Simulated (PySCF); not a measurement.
# C7H11ClO: the cost of one run

Programs: PySCF 2.14.0, with routines of our own; each step states its level. All values are computed. Atoms count from 0.

## Step 1: The system as given

20 atoms, charge 0, multiplicity 1; geometry from: GFN2-xTB.

## Step 2: Magnetic properties: GIAO HF/pcSseg-1

The job: settings as JSON, then the geometry in Å.

```
{"job": {"kind": "mag", "xc": "HF", "basis": "pcSseg-1", "isotopologues": 0}, "charge": 0, "multiplicity": 1}
C     -1.640471    -0.882678    -0.724782
C     -0.625317    -0.067547     0.081968
C     -1.364548     0.700619     1.146688
O     -1.240510     0.645769     2.323113
Cl    -2.575718     1.816238     0.479015
C      0.449484    -0.966374     0.740885
C      1.794484    -0.522556     0.159275
C      1.563911     0.938903    -0.209136
C      0.165591     0.912300    -0.815837
H     -1.113494    -1.492155    -1.454854
H     -2.331077    -0.227641    -1.249059
H     -2.209929    -1.539439    -0.070195
H      0.438207    -0.816591     1.820302
H      0.251486    -2.019090     0.547154
H      2.025997    -1.095128    -0.740469
H      2.610869    -0.654601     0.866699
H      1.571992     1.556909     0.689927
H      2.310540     1.322582    -0.902372
H      0.209554     0.504987    -1.826651
H     -0.296199     1.896170    -0.864707
```

Level: GIAO HF/pcSseg-1 magnetisability, rotational g tensor and spin-rotation constants, non-relativistic, gas phase.

Launch:

```bash
OMP_NUM_THREADS=1 python excited_run.py task.json out
```

One launch serves the whole session: the jobs run in the order shown.

Q: Estimate the wall time and peak memory of this first job on 1 thread of Arm Neoverse V2, shared host.

About 29 s, with a peak of 1 GiB.
